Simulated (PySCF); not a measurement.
# CH6AsNSi2: the cost of one run

Programs: PySCF 2.14.0, with density-fitted response routines of our own. Each step states its level of theory. These are calculated values for one molecule in the gas phase, unless marked as measured. Atoms count from 0, in the outputs and in this text.

## Step 1: Starting geometry

11 atoms, charge 0, multiplicity 1; geometry from: GFN2-xTB. The atoms were then displaced at random by about 0.01 Å, so the start is not that level's minimum.

Bonds of the start (Å): N0–C1 1.12, C1–Si2 1.87, Si2–As3 2.36, As3–Si4 2.30, Si2–H5 1.48, Si2–H6 1.44, As3–H7 1.50, Si4–H8 1.46, Si4–H9 1.49, Si4–H10 1.47.

## Step 2: Relaxing the molecule at PBE0-D3(BJ)/def2-SVP

The job: settings as JSON, then the geometry in Å.

```
{"job": {"xc": "PBE0", "basis": "def2-SVP", "d3": "d3bj", "grid": 1, "shake": 0.01, "kind": "geom"}, "charge": 0, "multiplicity": 1}
N     -2.014760     2.466100     0.062880
C     -1.885070     1.352190     0.025580
Si    -1.543550    -0.477890    -0.090310
As     0.420170    -0.632450    -1.398750
Si     1.893660     0.176550     0.171160
H     -1.463900    -0.908260     1.320530
H     -2.711940    -1.060710    -0.705440
H      0.620240    -2.067910    -0.999170
H      3.264960    -0.082270    -0.251170
H      1.745160    -0.420730     1.525570
H      1.713150     1.629550     0.323460
```

Started as:

```
$ OMP_NUM_THREADS=1 python probes_run.py task.json out
```

This one command runs all jobs of the session in turn.

**Question.** How long does this first job take on 1 thread of Arm Neoverse V2, shared host, and how much memory does it need?

About 73 s, with a peak of 0.53 GiB.
